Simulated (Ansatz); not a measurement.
# CsZn: the cost of one run

Method: DFT PBE, scalar-relativistic, plane waves, PAW, in Ansatz 0.2.0.

### 1 The starting structure

It takes space group Pmma (No. 51, orthorhombic). The conventional cell has a = 5.613 Å, b = 3.714 Å, c = 5.731 Å, α = 90.00°, β = 90.00°, γ = 90.00°. Cs (site symmetry mm2) is surrounded by 8 Zn at 3.41 to 3.44 Å and 4 Cs at 3.53 to 3.71 Å. Around Zn (site symmetry mm2) lie 8 Cs at 3.41 to 3.44 Å and 4 Zn at 3.54 to 3.71 Å.

Coordinates:

```
Cs Zn
1.0
     5.61277    0.00000    0.00000
     0.00000    3.71434    0.00000
     0.00000    0.00000    5.73069
Cs Zn
2 2
Direct
  0.75000 0.00000 0.68700
  0.25000 0.00000 0.31300
  0.75000 0.50000 0.18800
  0.25000 0.50000 0.81200
```

(A quick probe on a coarse mesh, which set the mesh and smearing, is not shown.)

### 3 A loose first relaxation

Input file input.yaml:

```yaml
crystal:
  lattice:
    - [5.6127739503, 0.0, 0.0]
    - [0.0, 3.7143357024, 0.0]
    - [0.0, 0.0, 5.7306893694]
  atoms:
    - { symbol: Cs, position: [0.75, 0.0, 0.687] }
    - { symbol: Cs, position: [0.25, 0.0, 0.313] }
    - { symbol: Zn, position: [0.75, 0.5, 0.188] }
    - { symbol: Zn, position: [0.25, 0.5, 0.812] }
basis:
  ecutwfc: 420
kpoints:
  mp_grid: { grid: [4, 6, 4] }
hamiltonian:
  xc: pbe
scf:
  occupations: { method: gaussian, width: 0.1 }
  lower_state_search: "off"
output:
  forces: true
  stress: true
  eigenvalues: true
relax:
  adjacent_minimum: "off"
  f_tol: 0.04
  max_steps: 70
  cell: { stress_tol: 0.4 }
```

Command:

```console
ansatz run input.yaml --threads 1 --pin off --max-ram 2560MiB --backend cpu --events-out ev --progress --plain --runs-dir out
```

Q: Estimate wall time and peak memory on 1 thread of Arm Neoverse V1, shared host.

About 2.5 min, with a peak of 0.49 GiB.
